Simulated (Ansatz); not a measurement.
**Ti12C8O4F4 sheet: relaxing cell and atoms and single point**

The task, for Ti12C8O4F4 sheet: 3 runs in a chain (relaxing cell and atoms and single point).

Program: Ansatz 0.2.0. Level of theory: DFT PBE, scalar-relativistic, plane waves, PAW, and further levels as typed in the inputs. These are calculated values, not measurements.

## (1) Starting point

The structure is monoclinic, space group C2 (No. 5). Conventional cell: a = 10.566 Å, b = 6.100 Å, c = 25.100 Å, α = 90.00°, β = 90.00°, γ = 90.00°. Around Ti (site symmetry 2) lie 6 C at 2.15 Å. Around C (site symmetry 1) lie 6 Ti at 2.08 to 2.15 Å. Ti (site symmetry 1) has 1 O at 2.02 Å and 3 C at 2.08 Å and 2 F at 2.14 Å as nearest neighbours. O (site symmetry 1) has 3 Ti at 2.02 Å as nearest neighbours. Around Ti (site symmetry 1) lie 6 C at 2.15 Å. Only part of the 15 independent sites is listed.

As a file:

```
Ti C O F
1.0
     6.10000    0.00000    0.00000
    -3.05000    5.28275    0.00000
     0.00000    0.00000   25.10000
Ti C O F
12 8 4 4
Direct
  0.00000 0.00000 0.50000
  0.33333 0.16667 0.59283
  0.16667 0.33333 0.40717
  0.00000 0.50000 0.50000
  0.33333 0.66667 0.59283
  0.16667 0.83333 0.40717
  0.50000 0.00000 0.50000
  0.83333 0.16667 0.59283
  0.66667 0.33333 0.40717
  0.50000 0.50000 0.50000
  0.83333 0.66667 0.59283
  0.66667 0.83333 0.40717
  0.16667 0.33333 0.54900
  0.33333 0.16667 0.45100
  0.16667 0.83333 0.54900
  0.33333 0.66667 0.45100
  0.66667 0.33333 0.54900
  0.83333 0.16667 0.45100
  0.66667 0.83333 0.54900
  0.83333 0.66667 0.45100
  0.00000 0.00000 0.63187
  0.00000 0.00000 0.36813
  0.00000 0.50000 0.63187
  0.50000 0.00000 0.36813
  0.00000 0.50000 0.35857
  0.50000 0.00000 0.64143
  0.50000 0.50000 0.64143
  0.50000 0.50000 0.35857
```

## (2) Relaxing cell and atoms: Ti12C8O4F4 sheet, no spin

The input, input.yaml:

```yaml
crystal:
  lattice:
    - [6.1, 0.0, 0.0]
    - [-3.05, 5.2827549631, 0.0]
    - [0.0, 0.0, 25.1]
  atoms:
    - { symbol: Ti, position: [0.0, 0.0, 0.5] }
    - { symbol: C, position: [0.1666666667, 0.3333333333, 0.5490039841] }
    - { symbol: C, position: [0.3333333333, 0.1666666667, 0.4509960159] }
    - { symbol: Ti, position: [0.3333333333, 0.1666666667, 0.5928286853] }
    - { symbol: Ti, position: [0.1666666667, 0.3333333333, 0.4071713147] }
    - { symbol: O, position: [0.0, 0.0, 0.63187251] }
    - { symbol: O, position: [0.0, 0.0, 0.36812749] }
    - { symbol: Ti, position: [0.0, 0.5, 0.5] }
    - { symbol: C, position: [0.1666666667, 0.8333333333, 0.5490039841] }
    - { symbol: C, position: [0.3333333333, 0.6666666667, 0.4509960159] }
    - { symbol: Ti, position: [0.3333333333, 0.6666666667, 0.5928286853] }
    - { symbol: Ti, position: [0.1666666667, 0.8333333333, 0.4071713147] }
    - { symbol: O, position: [0.0, 0.5, 0.63187251] }
    - { symbol: F, position: [0.0, 0.5, 0.3585657371] }
    - { symbol: Ti, position: [0.5, 0.0, 0.5] }
    - { symbol: C, position: [0.6666666667, 0.3333333333, 0.5490039841] }
    - { symbol: C, position: [0.8333333333, 0.1666666667, 0.4509960159] }
    - { symbol: Ti, position: [0.8333333333, 0.1666666667, 0.5928286853] }
    - { symbol: Ti, position: [0.6666666667, 0.3333333333, 0.4071713147] }
    - { symbol: F, position: [0.5, 0.0, 0.6414342629] }
    - { symbol: O, position: [0.5, 0.0, 0.36812749] }
    - { symbol: Ti, position: [0.5, 0.5, 0.5] }
    - { symbol: C, position: [0.6666666667, 0.8333333333, 0.5490039841] }
    - { symbol: C, position: [0.8333333333, 0.6666666667, 0.4509960159] }
    - { symbol: Ti, position: [0.8333333333, 0.6666666667, 0.5928286853] }
    - { symbol: Ti, position: [0.6666666667, 0.8333333333, 0.4071713147] }
    - { symbol: F, position: [0.5, 0.5, 0.6414342629] }
    - { symbol: F, position: [0.5, 0.5, 0.3585657371] }
  periodic: [true, true, false]
scf:
  occupations: { method: gaussian, width: 0.05 }
  n_extra_bands: 6
output:
  forces: true
  stress: true
  write_density: true
  write_potential: true
  elf: true
  volumetric_format: npy
kpoints:
  mp_grid: { grid: [5, 5, 1] }
hamiltonian:
  xc: pbe
relax:
  f_tol: 0.02
  max_steps: 100
  cell: { stress_2d_tol: 0.1 }
```

Started as:

```bash
$ ansatz run input.yaml --threads 8 --pin off --max-ram 24576MiB --backend cpu --events-out ev --progress --plain --runs-dir out
```

Standard output:

```text
Warning: crystal.periodic: the lattice vector that does not repeat stood 0.000° off the slab's normal, 25.100 Å along it as the deck builds it. The run solves the slab on a vector along the normal, 38.000 Å long, with every atom where it was (on the deck's vector they left 18.00 Å outside them, and the widest stretch free of ions among them is 1.23 Å). A fractional position that the run reports is one of the run's cell, which starts as this one, and not of the deck's: it goes into a deck with that cell's vectors. The slab on that cell runs as it stands in a deck that lists each atom with its symbol and moment, types crystal.periodic and leaves out crystal.checkpoint, crystal.saddle_side, crystal.structure_sha256, crystal.space_group, crystal.setting, crystal.reduce_to_primitive, crystal.supercell, crystal.defects and each atom's wyckoff. Where those keys changed the vectors of the plane, lay the indices of each lattice_plane and lattice_line anew on these rows. Along the normal they count this vector already. An outside_sphere can name other atoms there (type this run's as sites). In the order of the run's atom list the slab is: crystal.lattice: [[6.1, 0.0, 0.0], [-3.05, 5.2827549631, 0.0], [0.0, -0.0, 37.99999999516]]; position: [0.0, 0.0, 0.3302631579368019]; position: [0.1666666667, 0.3333333333, 0.36263157901750354]; position: [0.3333333333, 0.1666666667, 0.29789473685610024]; position: [0.3333333333, 0.1666666667, 0.39157894744540106]; position: [0.1666666667, 0.3333333333, 0.26894736842820277]; position: [0.0, 0.0, 0.41736842113210687]; position: [0.0, 0.0, 0.24315789474149693]; position: [0.0, 0.5, 0.3302631579368019]; position: [0.16666666669999997, 0.8333333332999999, 0.36263157901750354]; position: [0.3333333333, 0.6666666667, 0.29789473685610024]; position: [0.3333333333, 0.6666666667, 0.39157894744540106]; position: [0.16666666669999997, 0.8333333332999999, 0.26894736842820277]; position: [0.0, 0.5, 0.41736842113210687]; position: [0.0, 0.5, 0.2368421053251662]; position: [0.5, 0.0, 0.3302631579368019]; position: [0.6666666667, 0.3333333333, 0.36263157901750354]; position: [0.8333333333, 0.1666666667, 0.29789473685610024]; position: [0.8333333333, 0.1666666667, 0.39157894744540106]; position: [0.6666666667, 0.3333333333, 0.26894736842820277]; position: [0.5, 0.0, 0.4236842105484377]; position: [0.5, 0.0, 0.24315789474149693]; position: [0.5, 0.5, 0.3302631579368019]; position: [0.6666666667, 0.8333333332999999, 0.36263157901750354]; position: [0.8333333332999999, 0.6666666667, 0.29789473685610024]; position: [0.8333333332999999, 0.6666666667, 0.39157894744540106]; position: [0.6666666667, 0.8333333332999999, 0.26894736842820277]; position: [0.5, 0.5, 0.4236842105484377]; position: [0.5, 0.5, 0.2368421053251662];
Warning: RAYON_NUM_THREADS=8 ignored (pool sized by the plan → 8); use --threads N
[... 80 lines left out ...]
  atom   7  O     -0.00247604    -0.00446900     0.00353358
  atom   8  Ti     0.00054849    -0.00137524     0.01197775
  atom   9  C     -0.00206756    -0.00130579     0.00117469
  atom  10  C      0.00248391     0.00394610    -0.00091136
  atom  11  Ti    -0.00140427    -0.00380868     0.00114489
  atom  12  Ti    -0.00005560     0.00790761     0.00347065
  atom  13  O     -0.00349676     0.00235120    -0.00128296
  atom  14  F     -0.00015652     0.00084135    -0.00113309
  atom  15  Ti    -0.00146524    -0.00021262    -0.01197775
  atom  16  C      0.00217547     0.00412418     0.00091136
  atom  17  C     -0.00009707    -0.00244345    -0.00117469
  atom  18  Ti     0.00687599     0.00390566    -0.00347065
  atom  19  Ti    -0.00259628    -0.00312048    -0.00114489
  atom  20  F      0.00080690     0.00028512     0.00113309
  atom  21  O      0.00378458    -0.00185269     0.00128296
  atom  22  Ti     0.00031028     0.00053742    -0.00000000
  atom  23  C      0.00123277    -0.00145910    -0.00225311
  atom  24  C     -0.00188000     0.00033806     0.00225311
  atom  25  Ti     0.00254254    -0.00049456     0.00308560
  atom  26  Ti    -0.00169957     0.00195463    -0.00308560
  atom  27  F      0.00078182     0.00191665     0.00095167
  atom  28  F      0.00126896     0.00163540    -0.00095167
  max |Σ_I F_I| component: 1.16e-6 eV/Å
--- 2D stress c σ (N/m, compression-positive) ---
       -0.020165       0.006107      -0.000000
        0.006107      -0.013113       0.000000
       -0.000000       0.000000      -0.000000
  P = ½ c Tr σ = -0.0166 N/m
--- Band table (eV; the first three rows and the last of 9) ---
[... 4 lines left out ...]
  the weakly bound empty levels are not read free of the cell's end (no_gap_told)
--- Relaxed structure (7 steps of the walk, 7 accepted, 1 SCFs on fresh bases) ---
  F+E_penalty+E_count = -37535.64768934 eV   max|allowed force component| = 1.198e-2 eV/Å   (the final SCF, on the basis selected at the relaxed cell)
  cell:  # Å, volume = 1224.1199 Å³
    - [6.0966836244883, 0.003923400179786154, -1.5607424775921087e-80]
    - [-3.044944048019243, 5.281844597733348, 2.1632732691033164e-81]
    - [-9.722658055880029e-80, -4.057289955455588e-80, 37.99999999516]
  atoms:
    - { symbol: Ti, position: [-0.0024335825681804264, -0.0024335825681804264, 0.33026315793680194] }
    - { symbol: C, position: [0.16744244022827473, 0.33379540010160674, 0.3636498729855681] }
    - { symbol: C, position: [0.3337954001016067, 0.16744244022827476, 0.2968764428880358] }
    - { symbol: Ti, position: [0.32027188864468037, 0.15993276653492688, 0.39450571861670547] }
    - { symbol: Ti, position: [0.15993276653492686, 0.3202718886446804, 0.26602059725689853] }
    - { symbol: O, position: [0.0038520479203285785, 0.0026920480327222818, 0.4216157122699786] }
    - { symbol: O, position: [0.0026920480327222796, 0.003852047920328577, 0.23891060360362534] }
    - { symbol: Ti, position: [-0.00019458363582686156, 0.5014742256510669, 0.3295041509777512] }
    - { symbol: C, position: [0.16732038024218449, 0.8333917536135932, 0.36366079966732645] }
    - { symbol: C, position: [0.3327275703946139, 0.6650798493544918, 0.2963642012370576] }
    - { symbol: Ti, position: [0.320503573190023, 0.6604209084808097, 0.39430669719112416] }
    - { symbol: Ti, position: [0.17514687993736855, 0.8490494603506511, 0.2646270893478331] }
    - { symbol: O, position: [0.002783527414507686, 0.500032725946023, 0.42168910467313264] }
    - { symbol: F, position: [-0.0018869002514063926, 0.4959744609514421, 0.23490311118408724] }
    - { symbol: Ti, position: [0.5014742256510668, -0.0001945836358269758, 0.33102216489585273] }
    - { symbol: C, position: [0.6650798493544917, 0.332727570394614, 0.3641621146365463] }
    - { symbol: C, position: [0.8333917536135933, 0.16732038024218435, 0.29686551620627744] }
    - { symbol: Ti, position: [0.8490494603506513, 0.17514687993736844, 0.3958992265257709] }
    - { symbol: Ti, position: [0.6604209084808095, 0.32050357319002304, 0.26621961868247984] }
    - { symbol: F, position: [0.4959744609514421, -0.0018869002514063885, 0.4256232046895168] }
    - { symbol: O, position: [0.500032725946023, 0.002783527414507737, 0.2388372112004713] }
    - { symbol: Ti, position: [0.5024866804441245, 0.5024866804441246, 0.33026315793680194] }
    - { symbol: C, position: [0.6649894065684, 0.8319783729728252, 0.3642229633358042] }
    - { symbol: C, position: [0.8319783729728252, 0.6649894065684, 0.2963033525377997] }
    - { symbol: Ti, position: [0.8478456362610411, 0.6737496672455257, 0.39532961517106896] }
    - { symbol: Ti, position: [0.6737496672455254, 0.8478456362610413, 0.26519670070253504] }
    - { symbol: F, position: [0.4950740995120056, 0.49649929646217983, 0.4257059292002377] }
    - { symbol: F, position: [0.49649929646217983, 0.49507409951200554, 0.23482038667336613] }
```

Run time: 5.1 min. Hardware: 8 threads of AMD EPYC 7R43 (Zen 3), shared host; peak memory 5.7 GiB.

Step by step:

```csv
step,energy from step 1 (eV/cell),largest force component (eV/Å),pressure (GPa),volume (Å³)
1,0.0000,2.1716,n/a,1224.54
2,-1.3571,0.4980,n/a,1211.06
3,-1.4254,0.2825,n/a,1219.70
4,-1.4496,0.1125,n/a,1223.99
5,-1.4524,0.0680,n/a,1224.47
6,-1.4537,0.0223,n/a,1224.02
7,-1.4538,0.0120,n/a,1224.12
8,-1.4536,0.0120,n/a,1224.12
```

Step 1 is the start. Step 8 repeats the geometry before it on a plane-wave basis chosen anew for that cell, so its energy need not be comparable with the rows above.

|  | before | after | change |
| --- | --- | --- | --- |
| a (Å) | 6.100 | 6.097 | -0.1 % |
| b (Å) | 6.100 | 6.097 | -0.1 % |
| γ (°) | 120.00 | 119.93 | -0.1 % |
| shortest distance (Å) | 2.015 | 1.964 | -2.6 % |
| space group (0.01 Å) | C2 | C2 | same |

The run keeps the 2 symmetry operations of the start, so it could not have lowered the symmetry.

Density in a lattice plane of the grid's cell (edges 6.10 and 38.00 Å, at 0.003 of the third edge), which holds Ti and O and F.

Values in e/Å³, 12 rows by 6 columns:
```
0.00 0.00 0.00 0.00 0.00 0.00
0.00 0.00 0.00 0.00 0.00 0.00
0.00 0.00 0.00 0.00 0.00 0.00
0.00 0.00 0.00 0.00 0.00 0.00
0.00 0.00 0.00 0.00 0.00 0.00
0.00 0.00 0.00 0.00 0.00 0.00
6.63 0.40 0.27 6.99 0.24 0.33
9.78 0.34 0.36 9.75 0.41 0.34
4.03 0.40 0.40 3.86 0.39 0.37
0.00 0.00 0.00 0.00 0.00 0.00
0.00 0.00 0.00 0.00 0.00 0.00
0.00 0.00 0.00 0.00 0.00 0.00
```
Columns run along the first of these edges and rows up along the second, over one cell in 6 and 12 even steps from the bottom left corner. Atoms in the plane (fractional): Ti at (1.00, 0.33), O at (0.00, 0.42), O at (0.00, 0.24), Ti at (0.50, 0.33), F at (0.50, 0.43), O at (0.50, 0.24).

ELF in the same plane.

Ten even steps from '0' (0.00) to '9' (0.69):
```
000000
000000
000000
000000
000000
000000
000000
000000
000000
000000
931912
911501
655645
199199
922922
400400
000000
000000
000000
000000
```
Columns run along the first of these edges and rows up along the second, over one cell in 6 and 20 even steps from the bottom left corner. Atoms in the plane (fractional): Ti at (1.00, 0.33), O at (0.00, 0.42), O at (0.00, 0.24), Ti at (0.50, 0.33), F at (0.50, 0.43), O at (0.50, 0.24).

Both are smooth fields of the valence electrons: close to the nuclei they are not physical.

Outside the cores ELF peaks at 0.85 in the shell around O, 0.6 Å from O; 0.85 beside O, off the lines to its neighbours, 0.6 Å from O; 0.84 in the shell around F, 0.5 Å from F.

## (3) Single point: mesh 7×7×1

It takes the final geometry of step 2.

The input, input.yaml:

```yaml
crystal:
  lattice:
    - [6.0966836245, 0.0039234002, 0.0]
    - [-3.044944048, 5.2818445977, 0.0]
    - [0.0, 0.0, 37.9999999952]
  atoms:
    - { symbol: Ti, position: [-0.0024335826, -0.0024335826, 0.3302631579] }
    - { symbol: C, position: [0.1674424402, 0.3337954001, 0.363649873] }
    - { symbol: C, position: [0.3337954001, 0.1674424402, 0.2968764429] }
    - { symbol: Ti, position: [0.3202718886, 0.1599327665, 0.3945057186] }
    - { symbol: Ti, position: [0.1599327665, 0.3202718886, 0.2660205973] }
    - { symbol: O, position: [0.0038520479, 0.002692048, 0.4216157123] }
    - { symbol: O, position: [0.002692048, 0.0038520479, 0.2389106036] }
    - { symbol: Ti, position: [-0.0001945836, 0.5014742257, 0.329504151] }
    - { symbol: C, position: [0.1673203802, 0.8333917536, 0.3636607997] }
    - { symbol: C, position: [0.3327275704, 0.6650798494, 0.2963642012] }
    - { symbol: Ti, position: [0.3205035732, 0.6604209085, 0.3943066972] }
    - { symbol: Ti, position: [0.1751468799, 0.8490494604, 0.2646270893] }
    - { symbol: O, position: [0.0027835274, 0.5000327259, 0.4216891047] }
    - { symbol: F, position: [-0.0018869003, 0.495974461, 0.2349031112] }
    - { symbol: Ti, position: [0.5014742257, -0.0001945836, 0.3310221649] }
    - { symbol: C, position: [0.6650798494, 0.3327275704, 0.3641621146] }
    - { symbol: C, position: [0.8333917536, 0.1673203802, 0.2968655162] }
    - { symbol: Ti, position: [0.8490494604, 0.1751468799, 0.3958992265] }
    - { symbol: Ti, position: [0.6604209085, 0.3205035732, 0.2662196187] }
    - { symbol: F, position: [0.495974461, -0.0018869003, 0.4256232047] }
    - { symbol: O, position: [0.5000327259, 0.0027835274, 0.2388372112] }
    - { symbol: Ti, position: [0.5024866804, 0.5024866804, 0.3302631579] }
    - { symbol: C, position: [0.6649894066, 0.831978373, 0.3642229633] }
    - { symbol: C, position: [0.831978373, 0.6649894066, 0.2963033525] }
    - { symbol: Ti, position: [0.8478456363, 0.6737496672, 0.3953296152] }
    - { symbol: Ti, position: [0.6737496672, 0.8478456363, 0.2651967007] }
    - { symbol: F, position: [0.4950740995, 0.4964992965, 0.4257059292] }
    - { symbol: F, position: [0.4964992965, 0.4950740995, 0.2348203867] }
  periodic: [true, true, false]
scf:
  occupations: { method: gaussian, width: 0.05 }
  n_extra_bands: 6
output:
  eigenvalues: true
kpoints:
  mp_grid: { grid: [7, 7, 1] }
hamiltonian:
  xc: pbe
```

Started as:

```bash
$ ansatz run input.yaml --threads 8 --pin off --max-ram 24576MiB --backend cpu --events-out ev --progress --plain --runs-dir out
```

Standard output, cut to the lines that bear on the results:

```text
Warning: RAYON_NUM_THREADS=8 ignored (pool sized by the plan → 8); use --threads N
scf.n_extra_bands = 6 over 114 filled bands (N_el = 228.0): the run solves 120 bands
[...]
Pseudopotentials: kind: paw
Pseudopotential: Ti, paw, valence charge 12, recommended cutoff 420 eV (normal), Ti.paw.azcp
Pseudopotential: C, paw, valence charge 4, recommended cutoff 420 eV (normal), C.paw.azcp
Pseudopotential: O, paw, valence charge 6, recommended cutoff 420 eV (normal), O.paw.azcp
Pseudopotential: F, paw, valence charge 7, recommended cutoff 420 eV (normal), F.paw.azcp
Functional definition: PBE
[...]
Crystal: 28 atoms, lattice volume = 1224.120 Å³
Basis set: ecut = 420 eV, 23869 PW (Γ)
Bands: 120, of which v1, the nominal top of the filled ones, is band 114 counted from 1 (113 counted from 0)
Symmetry: 2 space group operations
Space group: C2 (ITA 5), of the structure as read, at distance tolerance 1.1e-4 Å
k-points: 16 of 49 (time reversal used)
[...]
SCF iter   1: F=—  HF=-37535.596555 eV  |F-HF|=—  |Δ(HF+E_count)|=         —  Δρ=3.02e-3  dr2=2.84e-1  ethr=1.77e-3  ⟨swp⟩=8.8  Hψ=11881  notcnv=0
[...]
SCF iter   8: F=-37535.568300 eV  HF=-37535.568300 eV  |F-HF|=8.06e-8  |Δ(HF+E_count)|=   1.95e-7  Δρ=1.31e-6  dr2=3.00e-8  ethr=4.39e-11  ⟨swp⟩=12.6  Hψ=6350  notcnv=0
[...]
SCF converged after 8 iterations
Free energy (F): -37535.568300 eV
[...]
E sigma→0 (E₀):  -37535.561169 eV
Entropy (-TS):   -0.014262 eV (-0.509 meV/atom)
Fermi energy:    -5.559182 eV
[...]
--- Band table (eV; the first three rows and the last of 16) ---
[...]
```

Run time: 40 s. Hardware: 8 threads of AMD EPYC 7R43 (Zen 3), shared host; peak memory 6 GiB.

## (4) Single point: r2SCAN

It takes the final geometry of step 2.

input.yaml, as its differences from that of step 3:

```diff
@@ -43,2 +43,2 @@
 hamiltonian:
-  xc: pbe
+  xc: r2scan
```

Started as:

```bash
$ ansatz run input.yaml --threads 8 --pin off --max-ram 24576MiB --backend cpu --events-out ev --progress --plain --runs-dir out
```

Standard output, cut to the lines that bear on the results:

```text
Warning: RAYON_NUM_THREADS=8 ignored (pool sized by the plan → 8); use --threads N
scf.n_extra_bands = 6 over 114 filled bands (N_el = 228.0): the run solves 120 bands
[...]
Pseudopotentials: kind: paw
Pseudopotential: Ti, paw, valence charge 12, recommended cutoff 500 eV (meta_gga), Ti.paw.azcp
Pseudopotential: C, paw, valence charge 4, recommended cutoff 500 eV (meta_gga), C.paw.azcp
Pseudopotential: O, paw, valence charge 6, recommended cutoff 500 eV (meta_gga), O.paw.azcp
Pseudopotential: F, paw, valence charge 7, recommended cutoff 500 eV (meta_gga), F.paw.azcp
Functional definition: r2SCAN
[...]
Crystal: 28 atoms, lattice volume = 1224.120 Å³
Basis set: ecut = 500 eV, 30967 PW (Γ), exchange–correlation on 180×180×1152 points (64 copies of the dense FFT grid, shifted against one another)
Bands: 120, of which v1, the nominal top of the filled ones, is band 114 counted from 1 (113 counted from 0)
Symmetry: 2 space group operations
Space group: C2 (ITA 5), of the structure as read, at distance tolerance 1.1e-4 Å
k-points: 16 of 49 (time reversal used)
[...]
SCF iter   1: F=—  HF=-37611.832930 eV  |F-HF|=—  |Δ(HF+E_count)|=         —  Δρ=1.08e-2  dr2=1.78e0  dr2_τ=1.80e0  ethr=1.77e-3  ⟨swp⟩=9.3  Hψ=12473  notcnv=0
[...]
SCF iter   9: F=-37612.353558 eV  HF=-37612.353558 eV  |F-HF|=3.69e-8  |Δ(HF+E_count)|=   3.81e-7  Δρ=2.29e-6  dr2=6.42e-8  dr2_τ=4.99e-9  ethr=4.39e-11  ⟨swp⟩=15.2  Hψ=7703  notcnv=0
[...]
SCF converged after 9 iterations
Free energy (F): -37612.353558 eV
[...]
E sigma→0 (E₀):  -37612.346950 eV
Entropy (-TS):   -0.013215 eV (-0.472 meV/atom)
Fermi energy:    -5.609863 eV
[...]
--- Band table (eV; the first three rows and the last of 16) ---
[...]
```

Run time: 79 s. Hardware: 8 threads of AMD EPYC 7R43 (Zen 3), shared host; peak memory 9.3 GiB.

## (5) Summary of results

| step | level | k mesh | energy (eV) | gap on the mesh (eV) | time |
| --- | --- | --- | --- | --- | --- |
| 2 | PBE | 5×5×1 | -37535.645 | 0.00 | 5.1 min |
| 3 | PBE | 7×7×1 | -37535.561 | 0.00 | 40 s |
| 4 | r2SCAN | 7×7×1 | -37612.347 | 0.00 | 79 s |

Totals of different systems or levels have different zeros; only balanced differences at one level mean anything.

**Reading.** Spin polarisation is off in the runs that give these values; a magnetic solution could lie lower.
